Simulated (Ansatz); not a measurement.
# BMe2(hfac) (C7H7BF6O2): the relaxed shape and its frontier levels

What does BMe2(hfac) (C7H7BF6O2) look like as a singlet, and where do its frontier electrons sit?

Program: Ansatz 0.2.0, Gaussian basis. Level of theory: RKS PBE0-D4/def2-TZVP. These are calculated values, not measurements.

Levels to be run: relaxation at r2SCAN-D4/def2-SVP; a single point at PBE0-D4/def2-TZVP.

## (1) Where the work starts

23 atoms, charge 0, spin multiplicity 1.

Atoms are counted from 1 here; the program's logs count them from 0.

Bond lengths: B1–C2 1.608 Å, B1–C6 1.608 Å, B1–O10 1.577 Å, B1–O22 1.582 Å, C2–H3 1.089 Å, C2–H4 1.086 Å, C2–H5 1.086 Å, C6–H7 1.089 Å, C6–H8 1.086 Å, C6–H9 1.086 Å, O10–C11 1.252 Å, C11–C12 1.539 Å, C11–C16 1.394 Å, C12–F13 1.333 Å, C12–F14 1.335 Å, C12–F15 1.336 Å, C16–C17 1.396 Å, C16–H23 1.074 Å and more. Angles: C2–B1–C6 119.2°, C2–B1–O10 107.7°, C2–B1–O22 107.5°, C6–B1–O10 107.7°, C6–B1–O22 107.5°, O10–B1–O22 106.7°, B1–C2–H3 112.1°, B1–C2–H4 111.3°, B1–C2–H5 111.2°, H3–C2–H4 107.3°, H3–C2–H5 107.4°, H4–C2–H5 107.3°, B1–C6–H7 112.1°, B1–C6–H8 111.2°, B1–C6–H9 111.2°, H7–C6–H8 107.4°, H7–C6–H9 107.4°, H8–C6–H9 107.3° and more.

Coordinates:

```xyz
23

B     0.9926   -0.0344    0.8851
C     0.6764    0.0260    2.4604
H    -0.3909    0.1032    2.6613
H     1.1562    0.8817    2.9259
H     1.0390   -0.8633    2.9672
C     2.5210   -0.1321    0.3950
H     2.6016   -0.1685   -0.6900
H     3.0029   -1.0229    0.7867
H     3.0976    0.7232    0.7341
O     0.3580    1.2460    0.2192
C    -0.5804    1.1890   -0.6083
C    -1.0648    2.5534   -1.1312
F    -0.0633    3.2477   -1.6718
F    -1.5787    3.2872   -0.1411
F    -2.0122    2.4309   -2.0645
C    -1.1972    0.0266   -1.0669
C    -0.7028   -1.1675   -0.5393
C    -1.3559   -2.4705   -1.0314
F    -0.8412   -3.5498   -0.4588
F    -1.2092   -2.6009   -2.3568
F    -2.6723   -2.4645   -0.7862
O     0.2224   -1.2835    0.2929
H    -1.9988    0.0431   -1.7814
```

The start is a GFN2-xTB geometry.

## (2) Relaxation at r2SCAN-D4/def2-SVP

in.yaml

```yaml
crystal:
  periodic: [false, false, false]
  atoms:
    - {symbol: B, position_ang: [0.992630, -0.034360, 0.885090]}
    - {symbol: C, position_ang: [0.676370, 0.025990, 2.460370]}
    - {symbol: H, position_ang: [-0.390860, 0.103220, 2.661290]}
    - {symbol: H, position_ang: [1.156210, 0.881740, 2.925870]}
    - {symbol: H, position_ang: [1.039040, -0.863350, 2.967240]}
    - {symbol: C, position_ang: [2.521010, -0.132110, 0.394970]}
    - {symbol: H, position_ang: [2.601620, -0.168460, -0.690010]}
    - {symbol: H, position_ang: [3.002920, -1.022930, 0.786680]}
    - {symbol: H, position_ang: [3.097620, 0.723220, 0.734130]}
    - {symbol: O, position_ang: [0.357960, 1.245990, 0.219240]}
    - {symbol: C, position_ang: [-0.580430, 1.188990, -0.608340]}
    - {symbol: C, position_ang: [-1.064840, 2.553350, -1.131160]}
    - {symbol: F, position_ang: [-0.063290, 3.247720, -1.671830]}
    - {symbol: F, position_ang: [-1.578710, 3.287170, -0.141060]}
    - {symbol: F, position_ang: [-2.012220, 2.430890, -2.064500]}
    - {symbol: C, position_ang: [-1.197200, 0.026550, -1.066900]}
    - {symbol: C, position_ang: [-0.702760, -1.167460, -0.539320]}
    - {symbol: C, position_ang: [-1.355870, -2.470550, -1.031450]}
    - {symbol: F, position_ang: [-0.841230, -3.549810, -0.458780]}
    - {symbol: F, position_ang: [-1.209250, -2.600920, -2.356830]}
    - {symbol: F, position_ang: [-2.672350, -2.464540, -0.786220]}
    - {symbol: O, position_ang: [0.222370, -1.283470, 0.292930]}
    - {symbol: H, position_ang: [-1.998760, 0.043120, -1.781390]}
basis:
  gaussian: {orbitals: def2-SVP}
hamiltonian: {xc: r2scan, dispersion: d4}
scf: {lower_state_search: "off"}
output: {orbitals: {seedname: orbitals}}
relax: {f_tol: 0.03, max_steps: 70}
```

On the command line:

```console
> ansatz run in.yaml --threads 2 --pin off --events-out ev --progress --plain --max-ram 22528MiB --backend cuda --devices 0, --max-vram 18GiB
```

Further steps of the session: Single point, PBE0-D4/def2-TZVP.

**Question.** What will the summary of the whole plan be? Wanted: point group; commonest bond, hydrogen aside; HOMO, LUMO at PBE0-D4/def2-TZVP; dipole at r2SCAN-D4/def2-SVP.

As calculated:

| quantity | value |
| --- | --- |
| point group | C1 |
| commonest bond, hydrogen aside | C–F, 6 of mean length 1.335 Å |
| HOMO, LUMO at PBE0-D4/def2-TZVP | -7.73, -3.38 eV |
| dipole at r2SCAN-D4/def2-SVP | 1.47 D |

The molecule keeps its bonding pattern by the stored test; the atoms moved 0.03 Å (rms). No usable vibrations, so a minimum isn't proven. The HOMO lies nearest to C16 21 %; O10, O22 about 13 % each and the LUMO to C11, C17 about 28 % each; O10, O22 about 13 % each. The point group is read from a loosely relaxed geometry; soft torsions can leave it below the true symmetry.
